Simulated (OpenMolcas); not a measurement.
# Ir⁶⁺ among point charges: CASSCF and CASPT2 levels and susceptibility

Aim: the splitting of the states of Ir⁶⁺ in the field of 3 point charges, its lowest levels with spin-orbit coupling and its magnetic susceptibility.

Program: OpenMolcas 26.06. Level of theory: state-averaged CASSCF and CASPT2, spin-orbit coupling by RASSI with atomic mean-field integrals. These are calculated values, not measurements, unless marked.

## Step 1: The system

- Species: Ir⁶⁺ (iridium, Z = 77, 71 electrons)
- Basis: ANO-RCC-VDZP [7s6p4d2f], 59 functions
- Scalar Hamiltonian: DKH2, point nucleus
- Inactive shells: 1s 2s 2p 3s 3p 3d 4s 4p 4d 4f 5s 5p
- Active space: 3 electrons in 5 orbitals (5d)
- Some configurations of this space: 5d³
- Orbitals: optimised for each spin and parity, averaged over all roots

The outer shells:

5d3
```
5d [↑ ][↑ ][↑ ][  ][  ]
```

The ion sits among 3 point charges of -1.5 e arranged as a planar triangle (D3h), 2.2 Å from the ion.

Each step is its own input file, run in one work folder so that later steps find the files of earlier ones. Labels, J, g values, rates, χT and fits are worked out afterwards by a script from the matrices that RASSI stores.

## Step 2: One- and two-electron integrals

Input file a.inp:

```
&GATEWAY
Coord
1

Ir 0.0 0.0 0.0
Basis=ANO-RCC-VDZP
Group=NoSym
NoMove
AngMom=0.0 0.0 0.0
AMFI
XField
3 Angstrom 0
2.200000 0.000000 0.000000 -1.500000
-1.100000 1.905256 0.000000 -1.500000
-1.100000 -1.905256 0.000000 -1.500000
&SEWARD
```

On the command line:

```sh
$ OMP_NUM_THREADS=1 MOLCAS_MEM=1689 MOLCAS_PROJECT=a pymolcas a.inp > a.log
```

## Step 3: CASSCF: quartets, 10 roots

Input file a.inp:

```
&RASSCF
FileOrb=start.orb
Symmetry=1
Spin=4
nActEl=3 0 0
Inactive=34
Ras2=5
CIRoot=10 10 1
SDav=10
CIMx=300
Iter=120 100
PrWF=0.3
OrbListing=Nothing
MaxOrb=0
>>> COPY $Project.JobIph JOB001
```

start.orb holds the contracted functions of the basis, ordered by shell, or the orbitals of the step before.

## Step 4: Reference wave functions, doublets, 40 roots

Input file a.inp:

```
&RASSCF
FileOrb=start.orb
Symmetry=1
Spin=2
nActEl=3 0 0
Inactive=34
Ras2=5
CIRoot=40 40 1
SDav=40
CIMx=300
Iter=120 100
PrWF=0.3
OrbListing=Nothing
MaxOrb=0
>>> COPY $Project.JobIph JOB002
```

## Step 5: RASSI: spin-orbit coupling between the states

Input file a.inp:

```
&RASSI
NrOfJobIphs=2 10 40
1 2 3 4 5 6 7 8 9 10
1 2 3 4 5 6 7 8 9 10 11 12 13 14 15 16 17 18 19 20 21 22 23 24 25 26 27
28 29 30 31 32 33 34 35 36 37 38 39 40
IphNames
JOB001
JOB002
EJob
SpinOrbit
DIPRint=1.0
SOCoupling=1000.0
Subsets=2
Property=9
'ANGMOM' 1 'ANGMOM' 2 'ANGMOM' 3 'MLTPL  1' 1 'MLTPL  1' 2 'MLTPL  1' 3
'AMFI' 1 'AMFI' 2 'AMFI' 3
SOProperty=3
'ANGMOM' 1 'ANGMOM' 2 'ANGMOM' 3
```

## Step 6: CASPT2: IPEA 0.25, imaginary shift 0.1 (closed shells correlated: 4f 5s 5p)

Input file a.inp:

```
>>> COPY JOB001 $Project.JobIph
&CASPT2
Multistate=10 1 2 3 4 5 6 7 8 9 10
NoMult
Frozen=23
IPEA=0.25
Imaginary=0.1
MaxIter=60
WThr=0.0 0.3 0.05
PrWF=0.5
NoMix
>>> COPY JOB002 $Project.JobIph
&CASPT2
Multistate=40 1 2 3 4 5 6 7 8 9 10 11 12 13 14 15 16 17 18 19 20 21 22
23 24 25 26 27 28 29 30 31 32 33 34 35 36 37 38 39 40
NoMult
Frozen=23
IPEA=0.25
Imaginary=0.1
MaxIter=60
WThr=0.0 0.3 0.05
PrWF=0.5
NoMix
```

(Steps that only read results are left out.)

**Question.** What will these runs give? Wanted: spin-free ground state; first state of the same spin within the active space; lowest level; next level.

**Answer**, as computed:

```
                                            quantity                                                                           value
                                              method  SS-CASPT2, IPEA 0.25, imaginary shift 0.1 (closed shells correlated: 4f 5s 5p)
                              spin-free ground state                                                 4A1, 1-fold in its orbital part
first state of the same spin within the active space                                                                4A2 at 1.24 cm⁻¹
                                        lowest level                                               2-fold E3/2, g = 0.00, 0.00, 1.48
                                          next level                                                                     2483.6 cm⁻¹
                                         χT at 300 K                                                                  0.09 cm³ K/mol
                           effective moment at 300 K                                                                         0.85 μB
```

Cost by method:

```csv
method,time of its own steps,time with the reference
A. CASSCF,9.5 s,9.5 s
"B. SS-CASPT2, IPEA 0.25, imaginary shift 0.1, +4f 5s 5p",9.3 s,19 s
```

Times are of one thread on a shared host.

What this shows: The spin-free ground state (4A1) comes to 100 % from free-ion F terms and keeps the highest spin of the shell. χT at 300 K is 0.09, against 1.88 cm³ K/mol for the spin alone, so spin-orbit coupling lowers it. CASPT2 does not keep the components of a term degenerate, and the means are used. The field of point charges can differ much from that of real complexes. Point charges carry no covalency, so the field is a model and not that of real ligands.
